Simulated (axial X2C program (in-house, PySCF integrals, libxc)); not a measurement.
**All-electron X2C curves of SrH**

What are the state, bond length, wavenumber and bond energy of SrH, and what does spin–orbit coupling change?

Computed with an in-house X2C program for linear molecules on PySCF integrals. Level: all-electron X2C, Sr dyall-v3z, H dyall-v3z.

All values are calculated.

## 1. Set-up

task.json

```json
{"zs": [38, 1], "q": 0, "bas": ["dyall-v3z", "dyall-v3z"], "levels": ["PBE0", "HF", "LDA", "r2SCAN"], "cc": false, "r0": 2.17, "npts": 10, "nst": 2, "ntry": 6}
```

Keys: zs atomic numbers; q charge; bas basis sets; levels methods (HF also brings MP2); cc coupled cluster on or off; r0 starting distance in Å; npts points asked for on the curve; nst determinants followed; ntry starts of the search.

On the command line:

```bash
$ python so2c.py task.json out
```

Spin-free means the one-electron spin-free X2C Hamiltonian; two-component (2c) means X2C with spin–orbit coupling and atomic mean-field two-electron Coulomb and Gaunt terms. Basis: Sr dyall-v3z contracted to [13s12p8d3f], H dyall-v3z contracted to [6s2p1d]; Gaussian nuclei, density fitting. Masses: Sr 87.906 u, H 1.008 u.

Notation: σ, π±, δ± give the projection m of an orbital's angular momentum (0, ±1, ±2), α and β its spin, Λ and M_S the sums; ω is the projection of a spinor's total angular momentum and Ω the sum. Logs are in hartree.

The results follow Hamiltonian by Hamiltonian and level by level.

## 2. Search for the lowest determinant

Determinants are compared with PBE0 at 2.170 Å.

Spin-free determinants:

```
ΔE (eV)             state                         open shells
   0.00  M_S = 1/2, Λ = 0            beyond closed shells: σα
   1.65  M_S = 1/2, Λ = 1           beyond closed shells: π+α
   2.25  M_S = 1/2, Λ = 2           beyond closed shells: δ+α
   3.90  M_S = 3/2, Λ = 1   beyond closed shells: 2 × σα, π+α
   4.14  M_S = 3/2, Λ = 0        beyond closed shells: 3 × σα
   4.37  M_S = 1/2, Λ = 1   beyond closed shells: 2 × σα, π+β
   5.66  M_S = 3/2, Λ = 0  beyond closed shells: σα, π+α, π-α
```

Two-component determinants:

```tsv
ΔE (eV)	state	open shells
0.00	Ω = 1/2	excess of +ω over −ω: ω = 1/2
1.67	Ω = 3/2	excess of +ω over −ω: ω = 3/2
2.25	Ω = 5/2	excess of +ω over −ω: ω = 5/2
3.92	Ω = 5/2	excess of +ω over −ω: 2 × ω = 1/2, ω = 3/2
4.14	Ω = 3/2	excess of +ω over −ω: 3 × ω = 1/2
4.38	Ω = 1/2	excess of +ω over −ω: 2 × ω = -1/2, ω = 3/2
4.59	Ω = 7/2	excess of +ω over −ω: 2 × ω = 1/2, ω = 5/2
```

## 3. PBE0, spin-free

State followed: M_S = 1/2, Λ = 0 (beyond closed shells: σα). The scan is laid around 2.131 Å, a first estimate of the minimum, and this SCF restarts from the orbitals of the search.

Output at 2.131 Å:

```text
spin-free X2C-1e  PBE0
basis functions 127  fitting functions 661  grid points 5063
iter        total energy     max residual
   1      -3179.493955603     2.24e-01
   2      -3179.544096440     2.39e-03
   3      -3179.544176876     7.44e-04
   4      -3179.544188909     3.03e-04
   5      -3179.544190114     5.00e-05
   6      -3179.544190174     7.70e-06
   7      -3179.544190180     4.29e-06
   8      -3179.544190181     1.74e-06
converged
one-electron -4417.50696940  Coulomb 1334.52342458  exact exchange -26.08587128  xc functional -79.91106410  nuclear repulsion 9.43629001
```

Along the bond, energies from the lowest point:

| R (Å) | E (eV) | μ (D) | HOMO (eV) | LUMO (eV) | iterations |
| --- | --- | --- | --- | --- | --- |
| 1.854 | 0.2762 | -2.11 | -3.61 | -1.68 | 10 |
| 1.939 | 0.1208 | -2.33 | -3.67 | -1.74 | 9 |
| 2.003 | 0.0502 | -2.50 | -3.72 | -1.79 | 9 |
| 2.067 | 0.0117 | -2.68 | -3.76 | -1.83 | 9 |
| 2.131 | 0.0000 | -2.86 | -3.80 | -1.88 | 8 |
| 2.206 | 0.0140 | -3.09 | -3.86 | -1.93 | 10 |
| 2.280 | 0.0518 | -3.31 | -3.91 | -1.98 | 9 |
| 2.376 | 0.1271 | -3.60 | -3.97 | -2.05 | 9 |
| 2.493 | 0.2483 | -3.95 | -4.04 | -2.13 | 10 |
| 2.664 | 0.4582 | -4.42 | -4.15 | -2.24 | 10 |

Dipoles are positive if H is the positive end.

Outer orbitals at the reference distance:

```json
{"symmetry": "π+α", "occupied": "yes", "ε (eV)": "-24.55", "atomic character": "100% Sr p"}
{"symmetry": "π-α", "occupied": "yes", "ε (eV)": "-24.55", "atomic character": "100% Sr p"}
{"symmetry": "π-β", "occupied": "yes", "ε (eV)": "-24.45", "atomic character": "100% Sr p"}
{"symmetry": "π+β", "occupied": "yes", "ε (eV)": "-24.45", "atomic character": "100% Sr p"}
{"symmetry": "σα", "occupied": "yes", "ε (eV)": "-24.32", "atomic character": "98% Sr p"}
{"symmetry": "σβ", "occupied": "yes", "ε (eV)": "-24.19", "atomic character": "98% Sr p"}
{"symmetry": "σα", "occupied": "yes", "ε (eV)": "-6.19", "atomic character": "60% H s, 21% Sr s, 12% Sr d"}
{"symmetry": "σβ", "occupied": "yes", "ε (eV)": "-5.84", "atomic character": "60% H s, 20% Sr s, 12% Sr d"}
{"symmetry": "σα", "occupied": "yes", "ε (eV)": "-3.80", "atomic character": "62% Sr s, 24% Sr p, 10% Sr d"}
{"symmetry": "σβ", "occupied": "no", "ε (eV)": "-1.88", "atomic character": "66% Sr s, 20% Sr p, 10% Sr d"}
{"symmetry": "π-α", "occupied": "no", "ε (eV)": "-1.07", "atomic character": "91% Sr p, 9% Sr d"}
{"symmetry": "π+α", "occupied": "no", "ε (eV)": "-1.07", "atomic character": "91% Sr p, 9% Sr d"}
{"symmetry": "σα", "occupied": "no", "ε (eV)": "-0.72", "atomic character": "55% Sr p, 42% Sr d, 4% Sr s"}
```

PBE0 fields in the half plane through the axis: z from -2.4 to 4.5 Å across, distance from the axis 0.15 to 2.25 Å upwards; Sr lies at z = 0 and H at z = 2.131 Å; the ELF is damped to zero where the density is low.

log10 density (e/bohr³). Ten even steps from ' ' (-4.95 ) to '@' (1.53 ):
```
::::::--------------::::::::::::::::......      
::::--------------------------::::::::::....    
::------------====------------------::::::....  
----------==============--======------::::::....
--------====++++++++++==============----::::....
------====++**********++++++++++++====----::::..
------==++++**######**++++++++++++++==----::::..
------==++**##%%@@%%##**++++******++====--::::..
```

ELF. Ten even steps from '0' (0.00 ) to '9' (1.00 ):
```
578999886420000000000000
789987653100001343200000
899863211000026898730000
998521122200049999984000
885201367630069999998200
873114788872179999999500
851037822374289999999710
841158653556299999999820
```

Re = 2.131 Å, ωe = 1213 cm⁻¹, ωexe = 16.8 cm⁻¹, Be = 3.726 cm⁻¹, De = 1.83 eV, μ = -2.86 D.

## 4. HF, spin-free

The SCF at the reference distance of 2.131 Å:

```text
spin-free X2C-1e  HF
basis functions 127  fitting functions 661  grid points 5063
iter        total energy     max residual
   1      -3177.890739923     2.06e-01
   2      -3177.907166902     4.49e-03
   3      -3177.907912692     1.65e-03
   4      -3177.908145089     1.42e-03
   5      -3177.908254456     1.13e-03
   6      -3177.908349590     5.57e-04
   7      -3177.908370092     7.84e-05
   8      -3177.908370810     3.60e-05
   9      -3177.908370906     1.66e-05
  10      -3177.908370933     7.29e-06
  11      -3177.908370940     3.39e-06
  12      -3177.908370941     1.17e-06
converged
one-electron -4416.69601287  Coulomb 1333.76041428  exact exchange -104.40906237  xc functional 0.00000000  nuclear repulsion 9.43629001
```

Re = 2.195 Å, ωe = 1201 cm⁻¹, ωexe = 14.5 cm⁻¹, Be = 3.512 cm⁻¹, De = 1.46 eV, μ = -2.77 D.

## 5. LDA, spin-free

The SCF at the reference distance of 2.131 Å:

```text
spin-free X2C-1e  LDA
basis functions 127  fitting functions 661  grid points 5063
iter        total energy     max residual
   1      -3175.682749566     4.69e-01
   2      -3175.691744157     1.12e-02
   3      -3175.691032473     7.50e-03
   4      -3175.692994391     2.97e-03
   5      -3175.693224173     2.49e-04
   6      -3175.693225741     2.26e-05
   7      -3175.693225759     7.52e-06
   8      -3175.693225761     1.33e-06
   9      -3175.693225761     3.25e-07
converged
one-electron -4417.30628914  Coulomb 1334.24198596  exact exchange 0.00000000  xc functional -102.06521259  nuclear repulsion 9.43629001
```

Re = 2.118 Å, ωe = 1199 cm⁻¹, ωexe = 18.2 cm⁻¹, Be = 3.773 cm⁻¹, De = 2.01 eV, μ = -2.98 D.

## 6. r2SCAN, spin-free

The SCF at the reference distance of 2.131 Å:

```text
spin-free X2C-1e  r2SCAN
basis functions 127  fitting functions 661  grid points 5063
iter        total energy     max residual
   1      -3179.836329552     6.87e-02
   2      -3179.837987190     1.71e-03
   3      -3179.837999657     1.20e-03
   4      -3179.838015060     1.46e-04
   5      -3179.838015671     6.46e-05
   6      -3179.838015794     1.96e-05
   7      -3179.838015825     8.10e-06
   8      -3179.838015827     2.24e-06
   9      -3179.838015827     1.13e-06
converged
one-electron -4417.45369094  Coulomb 1334.47848026  exact exchange 0.00000000  xc functional -106.29909516  nuclear repulsion 9.43629001
```

Re = 2.131 Å, ωe = 1211 cm⁻¹, ωexe = 16.8 cm⁻¹, Be = 3.725 cm⁻¹, De = 2.08 eV, μ = -3.05 D.

## 7. MP2, spin-free

Correlated methods: 11 electrons correlated (frozen shells, counted by type: Sr 3 s, 2 p, 1 d; H none), 181 virtual spinors in MP2.

MP2: Re = 2.140 Å, ωe = 1235 cm⁻¹, Be = 3.693 cm⁻¹, De = 1.52 eV.

## 8. A higher determinant, spin-free

State: M_S = 1/2, Λ = 1 (beyond closed shells: π+α).

Output at the reference distance:

```text
spin-free X2C-1e  PBE0
basis functions 127  fitting functions 661  grid points 5063
iter        total energy     max residual
   1      -3179.434746485     2.22e-01
   2      -3179.483542795     2.29e-03
   3      -3179.483622570     8.54e-04
   4      -3179.483640151     2.88e-04
   5      -3179.483641738     7.30e-05
   6      -3179.483642075     4.34e-05
   7      -3179.483642236     2.39e-05
   8      -3179.483642336     9.24e-06
   9      -3179.483642350     1.31e-06
  10      -3179.483642351     5.04e-07
converged
one-electron -4416.83775751  Coulomb 1333.89825901  exact exchange -26.08090556  xc functional -79.89952831  nuclear repulsion 9.43629001
```

| R (Å) | E above the lowest PBE0 point (eV) |
| --- | --- |
| 1.854 | 1.886 |
| 1.939 | 1.742 |
| 2.003 | 1.680 |
| 2.067 | 1.651 |
| 2.131 | 1.648 |
| 2.206 | 1.671 |
| 2.280 | 1.718 |
| 2.376 | 1.805 |
| 2.493 | 1.939 |

Re = 2.107 Å, ωe = 1251 cm⁻¹, ωexe = 16.8 cm⁻¹, Be = 3.811 cm⁻¹, μ = -3.26 D. Te = 1.65 eV.

## 9. The spin-free curves together

Energy (eV) of the followed determinant, spin-free, from each level's lowest point:

| R (Å) | PBE0 | HF | MP2 | LDA | r2SCAN |
| --- | --- | --- | --- | --- | --- |
| 1.854 | 0.276 | 0.432 | 0.307 | 0.243 | 0.276 |
| 1.939 | 0.121 | 0.223 | 0.138 | 0.101 | 0.121 |
| 2.003 | 0.050 | 0.117 | 0.060 | 0.038 | 0.050 |
| 2.067 | 0.012 | 0.049 | 0.016 | 0.007 | 0.012 |
| 2.131 | 0.000 | 0.011 | 0.000 | 0.000 | 0.000 |
| 2.206 | 0.014 | 0.000 | 0.011 | 0.018 | 0.014 |
| 2.280 | 0.052 | 0.017 | 0.047 | 0.058 | 0.051 |
| 2.376 | 0.127 | 0.073 | 0.123 | 0.135 | 0.126 |
| 2.493 | 0.248 | 0.178 | 0.249 | 0.253 | 0.247 |
| 2.664 | 0.458 | 0.379 | 0.471 | 0.455 | 0.456 |

## 10. PBE0, 2c

State followed: Ω = 1/2 (excess of +ω over −ω: ω = 1/2). The scan is laid around 2.131 Å, a first estimate of the minimum, and this SCF restarts from the orbitals of the search.

The SCF at the reference distance of 2.131 Å:

```text
two-component X2C + atomic mean field  PBE0
basis functions 127  fitting functions 661  grid points 5063
iter        total energy     max residual
   1      -3178.316488622     2.25e-01
   2      -3178.366653823     2.39e-03
   3      -3178.366734335     7.52e-04
   4      -3178.366746362     3.05e-04
   5      -3178.366747560     5.09e-05
   6      -3178.366747623     8.21e-06
   7      -3178.366747629     4.41e-06
   8      -3178.366747631     1.86e-06
converged
one-electron -4414.38832441  Coulomb 1333.86083579  exact exchange -26.07264326  xc functional -79.87134134  nuclear repulsion 9.43629001  atomic mean-field constant -1.33156443
```

Along the bond, energies from the lowest point:

| R (Å) | E (eV) | μ (D) | HOMO (eV) | LUMO (eV) | iterations |
| --- | --- | --- | --- | --- | --- |
| 1.854 | 0.2754 | -2.11 | -3.61 | -1.68 | 10 |
| 1.939 | 0.1203 | -2.33 | -3.67 | -1.74 | 9 |
| 2.003 | 0.0499 | -2.50 | -3.72 | -1.79 | 9 |
| 2.067 | 0.0116 | -2.68 | -3.76 | -1.83 | 9 |
| 2.131 | 0.0000 | -2.87 | -3.80 | -1.88 | 8 |
| 2.206 | 0.0141 | -3.09 | -3.86 | -1.93 | 10 |
| 2.280 | 0.0520 | -3.31 | -3.91 | -1.98 | 9 |
| 2.376 | 0.1275 | -3.60 | -3.97 | -2.05 | 9 |
| 2.493 | 0.2489 | -3.95 | -4.04 | -2.13 | 10 |
| 2.664 | 0.4588 | -4.42 | -4.15 | -2.24 | 10 |

Dipoles are positive if H is the positive end.

Outer spinors at the reference distance:

| ω | occupied | ε (eV) | atomic character | λ mixture |
| --- | --- | --- | --- | --- |
| -1/2 | yes | -25.20 | 100% Sr p | 78% π, 22% σ |
| 1/2 | yes | -25.17 | 99% Sr p | 72% π, 28% σ |
| 3/2 | yes | -24.16 | 100% Sr p | 100% π |
| -3/2 | yes | -24.06 | 100% Sr p | 100% π |
| 1/2 | yes | -23.97 | 98% Sr p | 72% σ, 28% π |
| -1/2 | yes | -23.89 | 98% Sr p | 78% σ, 22% π |
| 1/2 | yes | -6.19 | 60% H s, 21% Sr s, 12% Sr d | 100% σ |
| -1/2 | yes | -5.84 | 60% H s, 20% Sr s, 12% Sr d | 100% σ |
| 1/2 | yes | -3.80 | 62% Sr s, 24% Sr p, 10% Sr d | 100% σ |
| -1/2 | no | -1.88 | 66% Sr s, 20% Sr p, 10% Sr d | 100% σ |
| -1/2 | no | -1.09 | 91% Sr p, 9% Sr d | 100% π |
| 3/2 | no | -1.06 | 91% Sr p, 9% Sr d | 100% π |
| 1/2 | no | -0.72 | 55% Sr p, 41% Sr d, 4% Sr s | 100% σ |

PBE0 fields in the half plane through the axis: z from -2.4 to 4.5 Å across, distance from the axis 0.15 to 2.25 Å upwards; Sr lies at z = 0 and H at z = 2.131 Å; the ELF is damped to zero where the density is low.

log10 density (e/bohr³). Ten even steps from '0' (-4.95 ) to '9' (1.53 ):
```
222333333322222222111000
223333333333333222221100
233333344333333333222110
333334444444344433322211
333344555554444444332211
333445666665555554433221
333455677765555555433221
333456789876556665443221
```

ELF. Ten even steps from ' ' (0.00 ) to '@' (1.00 ):
```
++##%%@@@@@@%%%%**==::                          
##%%@@@@%%##**++--..        ..--==--::          
%%@@@@%%**--::....        ::**%%@@%%##--        
@@@@%%++::....::::::      ==@@@@@@@@@@%%==      
%%%%++::  ..--**##**--    **@@@@@@@@@@@@%%::    
%%##--....==##%%%%%%##::..##@@@@@@@@@@@@@@++    
%%++....--##%%::::--##==::%%@@@@@@@@@@@@@@##..  
%%==....++%%**++--++++**::@@@@@@@@@@@@@@@@%%::  
```

Re = 2.131 Å, ωe = 1213 cm⁻¹, ωexe = 16.8 cm⁻¹, Be = 3.727 cm⁻¹, De = 1.83 eV, μ = -2.86 D.

## 11. HF, 2c

The SCF at the reference distance of 2.131 Å:

```text
two-component X2C + atomic mean field  HF
basis functions 127  fitting functions 661  grid points 5063
iter        total energy     max residual
   1      -3176.713336080     2.07e-01
   2      -3176.729759538     4.49e-03
   3      -3176.730506967     1.66e-03
   4      -3176.730740359     1.42e-03
   5      -3176.730850196     1.13e-03
   6      -3176.730945524     5.58e-04
   7      -3176.730966181     7.89e-05
   8      -3176.730966907     3.59e-05
   9      -3176.730967005     1.65e-05
  10      -3176.730967032     7.25e-06
  11      -3176.730967039     3.37e-06
  12      -3176.730967041     1.17e-06
converged
one-electron -4413.57527920  Coulomb 1333.09564251  exact exchange -104.35605594  xc functional 0.00000000  nuclear repulsion 9.43629001  atomic mean-field constant -1.33156443
```

Re = 2.195 Å, ωe = 1201 cm⁻¹, ωexe = 14.5 cm⁻¹, Be = 3.512 cm⁻¹, De = 1.46 eV, μ = -2.77 D.

## 12. LDA, 2c

Output at 2.131 Å:

```text
two-component X2C + atomic mean field  LDA
basis functions 127  fitting functions 661  grid points 5063
iter        total energy     max residual
   1      -3174.507213484     4.69e-01
   2      -3174.516204581     1.13e-02
   3      -3174.515490854     7.52e-03
   4      -3174.517455613     2.98e-03
   5      -3174.517685795     2.48e-04
   6      -3174.517687349     2.27e-05
   7      -3174.517687368     7.62e-06
   8      -3174.517687370     1.37e-06
   9      -3174.517687370     3.21e-07
converged
one-electron -4414.18790468  Coulomb 1333.57969300  exact exchange 0.00000000  xc functional -102.01420127  nuclear repulsion 9.43629001  atomic mean-field constant -1.33156443
```

Re = 2.117 Å, ωe = 1199 cm⁻¹, ωexe = 18.3 cm⁻¹, Be = 3.775 cm⁻¹, De = 2.01 eV, μ = -2.98 D.

## 13. r2SCAN, 2c

Output at 2.131 Å:

```text
two-component X2C + atomic mean field  r2SCAN
basis functions 127  fitting functions 661  grid points 5063
iter        total energy     max residual
   1      -3178.657452343     7.57e-02
   2      -3178.659124176     1.71e-03
   3      -3178.659136642     1.21e-03
   4      -3178.659152062     1.46e-04
   5      -3178.659152670     6.50e-05
   6      -3178.659152794     1.96e-05
   7      -3178.659152825     8.07e-06
   8      -3178.659152827     2.22e-06
   9      -3178.659152827     1.13e-06
converged
one-electron -4414.33499723  Coulomb 1333.81583251  exact exchange 0.00000000  xc functional -106.24471369  nuclear repulsion 9.43629001  atomic mean-field constant -1.33156443
```

Re = 2.131 Å, ωe = 1211 cm⁻¹, ωexe = 16.8 cm⁻¹, Be = 3.726 cm⁻¹, De = 2.08 eV, μ = -3.05 D.

## 14. MP2, 2c

Correlated methods: 11 electrons correlated (frozen shells, counted by type: Sr 3 s, 2 p, 1 d; H none), 181 virtual spinors in MP2.

MP2: Re = 2.140 Å, ωe = 1235 cm⁻¹, Be = 3.694 cm⁻¹, De = 1.52 eV.

## 15. A higher determinant, 2c

State: Ω = 3/2 (excess of +ω over −ω: ω = 3/2).

Output at the reference distance:

```text
two-component X2C + atomic mean field  PBE0
basis functions 127  fitting functions 661  grid points 5063
iter        total energy     max residual
   1      -3178.256617022     2.23e-01
   2      -3178.305437355     2.29e-03
   3      -3178.305517076     8.63e-04
   4      -3178.305535027     2.88e-04
   5      -3178.305536577     7.14e-05
   6      -3178.305536899     4.22e-05
   7      -3178.305537052     2.32e-05
   8      -3178.305537146     9.34e-06
   9      -3178.305537161     1.34e-06
  10      -3178.305537161     5.20e-07
converged
one-electron -4413.72029023  Coulomb 1333.23791002  exact exchange -26.06776435  xc functional -79.86011819  nuclear repulsion 9.43629001  atomic mean-field constant -1.33156443
```

| R (Å) | E above the lowest PBE0 point (eV) |
| --- | --- |
| 1.854 | 1.903 |
| 1.939 | 1.760 |
| 2.003 | 1.698 |
| 2.067 | 1.669 |
| 2.131 | 1.666 |
| 2.206 | 1.689 |
| 2.280 | 1.736 |
| 2.376 | 1.823 |
| 2.493 | 1.957 |

Re = 2.107 Å, ωe = 1251 cm⁻¹, ωexe = 16.8 cm⁻¹, Be = 3.812 cm⁻¹, μ = -3.24 D. Te = 1.66 eV.

## 16. The 2c curves together

Energy (eV) of the followed determinant, 2c, from each level's lowest point:

| R (Å) | PBE0 | HF | MP2 | LDA | r2SCAN |
| --- | --- | --- | --- | --- | --- |
| 1.854 | 0.275 | 0.432 | 0.306 | 0.242 | 0.276 |
| 1.939 | 0.120 | 0.222 | 0.138 | 0.100 | 0.121 |
| 2.003 | 0.050 | 0.117 | 0.060 | 0.038 | 0.050 |
| 2.067 | 0.012 | 0.049 | 0.016 | 0.006 | 0.012 |
| 2.131 | 0.000 | 0.011 | 0.000 | 0.000 | 0.000 |
| 2.206 | 0.014 | 0.000 | 0.011 | 0.018 | 0.014 |
| 2.280 | 0.052 | 0.017 | 0.048 | 0.059 | 0.052 |
| 2.376 | 0.128 | 0.073 | 0.124 | 0.135 | 0.127 |
| 2.493 | 0.249 | 0.178 | 0.249 | 0.254 | 0.247 |
| 2.664 | 0.459 | 0.379 | 0.472 | 0.455 | 0.456 |

Time for the job: 53 s (1 thread of Arm Neoverse N1, shared host); peak memory 0.27 GiB.

## 17. Results

Lowest determinant that the search found at its distance, spin-free: M_S = 1/2, Λ = 0 (beyond closed shells: σα).

Lowest determinant that the search found at its distance, 2c: Ω = 1/2 (excess of +ω over −ω: ω = 1/2).

```tsv
Hamiltonian	level	Re (Å)	ωe (cm⁻¹)	De (eV)	μ (D)
spin-free	PBE0	2.131	1213	1.83	-2.86
spin-free	HF	2.195	1201	1.46	-2.77
spin-free	MP2	2.140	1235	1.52	n/a
spin-free	LDA	2.118	1199	2.01	-2.98
spin-free	r2SCAN	2.131	1211	2.08	-3.05
2c	PBE0	2.131	1213	1.83	-2.86
2c	HF	2.195	1201	1.46	-2.77
2c	MP2	2.140	1235	1.52	n/a
2c	LDA	2.117	1199	2.01	-2.98
2c	r2SCAN	2.131	1211	2.08	-3.05
```

Dipoles are positive if H is the positive end.

Time per point (s) on 1 thread of Arm Neoverse N1, shared host (2c runs); the times are rough: PBE0 0.42, HF 0.27, MP2 0.35, LDA 0.19, r2SCAN 0.53.

What this shows: At MP2, going from spin-free to two-component changes Re by 0 mÅ, ωe by 0.0 %; the spin-free picture holds up (part of it comes from the scalar share of the two-electron terms). De moves by 0.00 eV; both De rest on single-determinant atoms, which can miss part of an open shell's spin–orbit lowering.

De refers to Sr + H, each in the lowest determinant found, which need not be this curve's own limit. Each curve is one determinant whose occupation by symmetry is held fixed; it was picked as the lowest of a PBE0 search that is not exhaustive. De is counted from the lowest determinant-based energies of the atoms at the same level, without counterpoise correction. Density functionals use the spin component along the axis (collinear). The meta-GGAs lack a current-density term, which matters for open shells with orbital currents, atoms included.
